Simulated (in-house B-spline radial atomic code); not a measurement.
# As⁴⁺: density, ELF and screening along the radius

Aim: the shell structure of As⁴⁺ in the radial density, the electron localisation function and the screened nuclear charge, under several settings.

Program: in-house B-spline radial atomic code version 1. Level of theory: several methods, spin-polarised, as named in each step; spherical all-electron atom at the radial basis limit. These are calculated values, not measurements, unless marked.

**1. The system**

- element: arsenic (Z = 33)
- charge: +4
- electrons: 29
- configuration: [Ar] 3d10 4p1
- nucleus: point (non-relativistic runs) or finite (X2C runs)

Outer shells as boxes (Hund's rule):

[Ar] 3d10 4p1
```
[Ar] core
3d [↑↓][↑↓][↑↓][↑↓][↑↓]
4p [↑ ][  ][  ]
```

Where spins are not typed, each open shell is filled with up spins first.

**2. LDA (VWN5), X2C, [Ar] 3d10 4p1**

The run's settings:

```ini
Z = 33
electrons = 29.0
configuration = [Ar] 3d10 4p1
hamiltonian = x2c
method = lda,vwn
spin_polarised = True
nucleus = fermi
rms_radius = 4.0968
mass_number = 75
atomic_mass = 74.921594562
speed_of_light = 137.035999084
```

On the command line:

```console
python run_scf.py task.json out
```

The settings of every run stand in task.json; they run in order.

**3. LDA (VWN5), non-rel., [Ar] 3d10 5p1**

The run's settings:

```ini
Z = 33
electrons = 29.0
configuration = [Ar] 3d10 5p1
hamiltonian = nr
method = lda,vwn
spin_polarised = True
```

Q: How large is the system in each run, where do the shell borders lie, and what is the highest level?

The runs gave:

| run | total energy (hartree) | highest level (eV) | radius holding 50 / 90 / 99 % (bohr) | radius at n = 0.001 (bohr) | ELF minima on the full grid (bohr) |
| --- | --- | --- | --- | --- | --- |
| LDA (VWN5), X2C, [Ar] 3d10 4p1 | -2252.9516 | -46.431 | 0.441 / 1.01 / 2.21 | 3.05 | 0.070, 0.28, 1.6 |
| LDA (VWN5), non-rel., [Ar] 3d10 5p1 | -2227.3104 | -24.163 | 0.443 / 1.01 / 4.41 | 4.61 | 0.080, 0.29, 2.4 |

In the first run ELF has 3 minima on the grid, which mark the borders between shells. On the record's full grid the screened charge (r times the electrostatic potential) falls from 32.9 near the nucleus to 4.00 at 6.6 bohr; far out it tends to the net charge, 4. The radius that holds 99 % of the electrons runs from 2.21 bohr (LDA (VWN5), X2C, [Ar] 3d10 4p1) to 4.41 bohr (LDA (VWN5), non-rel., [Ar] 3d10 5p1). The grid is coarse (about 22 % a step), so the places of minima are rough. For X2C runs ELF uses the non-relativistic kinetic energy density, and the fields carry no picture-change correction.
